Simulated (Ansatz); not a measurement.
# BH₆NO₂Si: small, medium and large basis sets

One table from this session's results is given with a row withheld; the runs are named, their logs left out.

The runs use Ansatz 0.2.0, Gaussian basis; one geometry, several basis sets.

Plan: PBE0-D4/def2-SVP; ωB97M-V/def2-SVP; PBE0-D4/def2-QZVPP; ωB97M-V/def2-QZVPP; the functionals' def2-TZVPP values are taken from earlier runs.

**Structure used throughout**

An earlier PBE0-D4 in a triple-zeta def2 set relaxation fixed the geometry.

SMILES `NB(O)O[SiH3]`, 11 atoms, charge 0, spin multiplicity 1.

Atoms are counted from 1 here; the program's logs count them from 0.

Bond lengths: N1–B2 1.410 Å, N1–H6 1.004 Å, N1–H7 1.002 Å, B2–O3 1.376 Å, B2–O4 1.371 Å, O3–H8 0.957 Å, O4–Si5 1.646 Å, Si5–H9 1.484 Å, Si5–H10 1.485 Å, Si5–H11 1.486 Å. Angles: B2–N1–H6 120.8°, B2–N1–H7 124.9°, H6–N1–H7 114.3°, N1–B2–O3 123.9°, N1–B2–O4 118.8°, O3–B2–O4 117.3°, B2–O3–H8 115.0°, B2–O4–Si5 130.1°, O4–Si5–H9 106.5°, O4–Si5–H10 111.2°, O4–Si5–H11 111.2°, H9–Si5–H10 109.3°, H9–Si5–H11 109.3°, H10–Si5–H11 109.3°.

The first run:

Contents of in.yaml:

```yaml
crystal:
  periodic: [false, false, false]
  atoms:
    - {symbol: N, position_ang: [1.131875, 1.595104, -0.711502]}
    - {symbol: B, position_ang: [0.187694, 0.713935, -0.146229]}
    - {symbol: O, position_ang: [-0.985137, 1.122601, 0.446698]}
    - {symbol: O, position_ang: [0.437497, -0.633482, -0.180991]}
    - {symbol: Si, position_ang: [-0.459158, -1.891780, 0.385073]}
    - {symbol: H, position_ang: [1.973253, 1.245898, -1.132807]}
    - {symbol: H, position_ang: [1.041762, 2.593169, -0.736093]}
    - {symbol: H, position_ang: [-1.127097, 2.069350, 0.453328]}
    - {symbol: H, position_ang: [0.304034, -3.125443, 0.074068]}
    - {symbol: H, position_ang: [-0.655749, -1.793934, 1.854238]}
    - {symbol: H, position_ang: [-1.783475, -1.952316, -0.285182]}
basis:
  gaussian: {orbitals: def2-SVP}
hamiltonian: {xc: pbe0, dispersion: d4}
output: {orbitals: {seedname: orbitals}}
```

On the command line:

```
$ ansatz run in.yaml --threads 4 --pin off --events-out ev --progress --plain --max-ram 10444MiB
```

Steps of the session up to this table: PBE0-D4 in def2-SVP; ωB97M-V in def2-SVP; PBE0-D4 in def2-QZVPP; ωB97M-V in def2-QZVPP.

One table of the session follows, with a row left open; its other results are not shown here.

```
functional       basis  HOMO (eV)  LUMO (eV)
   PBE0-D4    def2-SVP      -7.50       1.06
   PBE0-D4  def2-TZVPP          ?          ?
   PBE0-D4  def2-QZVPP      -7.80       0.03
   ωB97M-V    def2-SVP      -9.88       2.79
   ωB97M-V  def2-TZVPP     -10.14       1.69
   ωB97M-V  def2-QZVPP     -10.19       1.20
```

Q: Estimate the row for PBE0-D4, def2-TZVPP from the others.

**Answer.** HOMO (eV): -7.75; LUMO (eV): 0.29. In the column «HOMO (eV)» it lies between PBE0-D4, def2-QZVPP (-7.80) and PBE0-D4, def2-SVP (-7.50).
